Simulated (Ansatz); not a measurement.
ClGeH3O3, SMILES [OH][Ge]([OH])([OH])[Cl], a ladder of methods at one geometry

Computed with Ansatz 0.2.0, Python API.

`clgeh3o3.xyz`
```text
8

O    -0.96000    1.18780    0.83200
Ge    0.07950    0.17910   -0.13190
O     1.57550   -0.06210    0.75760
O    -0.63120   -1.38830   -0.41710
Cl    0.51570    1.11530   -2.05110
H    -1.82870    1.31860    0.26820
H     2.17080   -0.66300    0.19950
H    -0.82940   -1.74430    0.48700
```

Typed at the interpreter:
```pycon
>>> from pathlib import Path
>>> import ansatz as az
>>> import numpy as np
>>> BASIS = "def2-SVP"
>>> geometry = az.Crystal.molecule_from_extxyz("clgeh3o3.xyz")
>>> model = geometry.calculation().basis(gaussian=BASIS)
>>> print("functional    E (Ha)        dipole (D)   HOMO (eV)  LUMO (eV)")
functional    E (Ha)        dipole (D)   HOMO (eV)  LUMO (eV)
>>> for name in ["pbe0", "blyp", "lda", "b3lyp"]:
...     summary = model.functional(name).forces().orbitals().run(threads=1, runs_dir="runs").report
...     lines = Path(summary["orbitals_path"]).read_text().splitlines()
...     field_of = lambda key: [line.split("=")[1].strip() for line in lines if line.startswith(key)]
...     orbitals = [(27.211386 * float(e), s, float(n)) for e, s, n in zip(field_of("Ene="), field_of("Spin="), field_of("Occup="))]
...     homo = max(e for e, _, n in orbitals if n > 0.5)
...     lumo = min(e for e, _, n in orbitals if n < 0.5)
...     dipole = 4.803205 * np.linalg.norm(summary["charge_distribution"]["dipole_moment_e_ang"])
...     print(f"{name:10s} {summary['free_energy_ev'] / 27.211386246:14.6f} {dipole:9.3f} {homo:11.3f} {lumo:10.3f}")
...
pbe0         -2763.556799     1.778      -8.967     -0.574
blyp         -2764.214586     1.679      -6.961     -1.489
lda          -2757.948269     1.758      -7.272     -1.766
b3lyp        -2764.258899     1.721      -8.586     -0.883
```

Notes:
- Total energies depend on the basis set; only differences at equal settings carry meaning.
- The geometry is a force-field or estimated start, not a minimum of this method, and the basis set is short of its limit. A lower total doesn't mark the better method: functionals have no common bound, and MP2 and coupled cluster aren't variational.
- b3lyp holds the VWN-RPA fit, as in Gaussian; the form of ORCA and Turbomole is b3lyp5.
- Levels such as HOMO and LUMO are orbital energies: with these approximate functionals they aren't the ionisation energy and electron affinity, and their gap isn't the fundamental gap.
- Hardware and time: 16 s on 1 thread of Arm Neoverse V2, with other jobs on the host, peak memory 0.31 GiB.

(Lines on the test bed's own set-up are left out of the output.)
